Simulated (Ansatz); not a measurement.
# CH6OSSi2: up Jacob's ladder to CCSD(T)

One table from this session's results is given with a row withheld; the runs are named, their logs left out.

The runs use Ansatz 0.2.0, Gaussian basis; functionals in def2-TZVPP, the program's frozen cores in correlated methods.

Levels to be run: PBE-D4, r2SCAN-D4, PBE0-D4, B3LYP-D4, ωB97X-V, ωB97M-V, B2PLYP; CCSD(T)/def2-TZVPP; MP2/def2-QZVPP; extrapolation to the limit.

## The relaxed structure

All runs share one geometry, relaxed beforehand with PBE0-D4 in a triple-zeta def2 set.

SMILES `OC1([SiH3])[SiH2]S1`, 11 atoms, charge 0, spin multiplicity 1.

Atoms are counted from 1 here; the program's logs count them from 0.

Bond lengths: O1–C2 1.387 Å, O1–H6 0.964 Å, C2–Si3 1.879 Å, C2–Si4 1.861 Å, C2–S5 1.910 Å, Si3–H7 1.487 Å, Si3–H8 1.484 Å, Si3–H9 1.485 Å, Si4–S5 2.087 Å, Si4–H10 1.482 Å, Si4–H11 1.480 Å. Angles: C2–O1–H6 110.0°, O1–C2–Si3 111.8°, O1–C2–Si4 123.2°, O1–C2–S5 115.9°, Si3–C2–Si4 119.9°, Si3–C2–S5 109.7°, Si4–C2–S5 67.2°, C2–Si3–H7 109.7°, C2–Si3–H8 107.3°, C2–Si3–H9 110.4°, H7–Si3–H8 109.6°, H7–Si3–H9 109.6°, H8–Si3–H9 110.2°, C2–Si4–S5 57.5°, C2–Si4–H10 115.7°, C2–Si4–H11 122.4°, S5–Si4–H10 117.4°, S5–Si4–H11 119.9° and more.

The first run:

Input file in.yaml:

```yaml
crystal:
  periodic: [false, false, false]
  atoms:
    - {symbol: O, position_ang: [0.529751, 1.565637, 0.769310]}
    - {symbol: C, position_ang: [-0.010963, 0.435311, 0.174693]}
    - {symbol: Si, position_ang: [0.223113, -1.093396, 1.241163]}
    - {symbol: Si, position_ang: [-0.234588, 0.259367, -1.664818]}
    - {symbol: S, position_ang: [-1.838498, 0.569461, -0.365508]}
    - {symbol: H, position_ang: [0.414724, 2.328806, 0.192354]}
    - {symbol: H, position_ang: [1.663369, -1.258226, 1.572981]}
    - {symbol: H, position_ang: [-0.240643, -2.259422, 0.448407]}
    - {symbol: H, position_ang: [-0.565601, -0.977740, 2.493753]}
    - {symbol: H, position_ang: [0.215456, 1.411980, -2.480341]}
    - {symbol: H, position_ang: [-0.090721, -1.038779, -2.361395]}
basis:
  gaussian: {orbitals: def2-TZVPP}
hamiltonian: {xc: pbe, dispersion: d4}
output: {forces: true, orbitals: {seedname: orbitals}}
```

On the command line:

```
$ ansatz run in.yaml --threads 4 --pin off --events-out ev --progress --plain --max-ram 10444MiB
```

Steps of the session up to this table: PBE-D4 (GGA); r2SCAN-D4 (meta-GGA); PBE0-D4 (hybrid); B3LYP-D4 (hybrid); ωB97X-V (range-separated); ωB97M-V (range-separated); B2PLYP (double hybrid); CCSD(T) in def2-TZVPP; MP2 in def2-QZVPP.

One table of the session follows, with a row left open; its other results are not shown here.

It belongs to the step «Atomisation energies». 

```
            method  atomisation energy (eV)
            PBE-D4                   38.024
         r2SCAN-D4                        ?
           PBE0-D4                   37.357
          B3LYP-D4                   37.291
           ωB97X-V                   37.757
           ωB97M-V                   37.637
            B2PLYP                   36.805
     HF/def2-TZVPP                   26.234
    MP2/def2-TZVPP                   36.895
   CCSD/def2-TZVPP                   35.630
CCSD(T)/def2-TZVPP                   36.322
           MP2/CBS                   38.116
       CCSD(T)/CBS                   37.543
```

Estimate the missing values for r2SCAN-D4.

**Answer.** atomisation energy (eV): 37.655. In the column «atomisation energy (eV)» it lies between ωB97M-V (37.637) and ωB97X-V (37.757).
